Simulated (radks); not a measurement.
# Ge²⁺ in [Ar] 3d10 4s2: an all-electron calculation

An exercise on one series of results from a longer session: the logs are not shown, and one member is left open.

The numbers are computed with radks (a radial shooting solver on a logarithmic mesh, Libxc functionals) version 1 (Dirac Kohn-Sham, PBEsol, spin-unpolarised, spherical densities, point nucleus), except any that are marked as measured or tabulated.

### Starting point

```
element       : germanium (Z = 32)
charge        : +2
electrons     : 30
configuration : [Ar] 3d10 4s2
```

The outer shells:

Ge²⁺
```
[Ar] core
3d [↑↓][↑↓][↑↓][↑↓][↑↓]
4s [↑↓]
```

Set-up of the first run:

Input:

```text
Z 32
configuration [Ar] 3d10 4s2 4p0 5s0 4d0 4f0
relativity Dirac
functional pbe_sol,pbe_sol
spin unpolarised
j_filling average
nucleus point
c 137.035999084
```

The run is started by

```console
> python run_ks.py task.json out
```

This one command runs every case of the session in turn.

One of the session's tables, all rows but one given; the rest of the session is left out.

Sizes of the orbitals, from the radial functions (bohr):

| level | <r> | outermost maximum (interpolated) | 90 % within | nodes |
| --- | --- | --- | --- | --- |
| 1s1/2 | 0.04702 | 0.0307 | 0.0840 | 0 |
| 2s1/2 | 0.2099 | 0.176 | 0.325 | 1 |
| 2p1/2 | 0.1813 | 0.139 | 0.297 | 0 |
| 2p3/2 | 0.1849 | 0.142 | 0.302 | 0 |
| 3s1/2 | 0.6246 | 0.543 | 0.935 | 2 |
| 3p1/2 | 0.6400 | 0.538 | 0.985 | 1 |
| 3p3/2 | 0.6507 | 0.546 | 1.00 | 1 |
| 3d3/2 | 0.7288 | 0.501 | 1.23 | 0 |
| 3d5/2 | 0.7339 | 0.504 | 1.24 | 0 |
| 4s1/2 | ? | ? | ? | ? |
| 4p1/2 | 2.300 | 1.95 | 3.45 | 2 |
| 4p3/2 | 2.331 | 1.98 | 3.49 | 2 |

**Question.** Estimate the row for 4s1/2.

As computed: <r>: 1.937; outermost maximum (interpolated): 1.67; 90 % within: 2.86; nodes: 3. In the column «<r>» it lies between 3d5/2 (0.7339) and 4p1/2 (2.300).
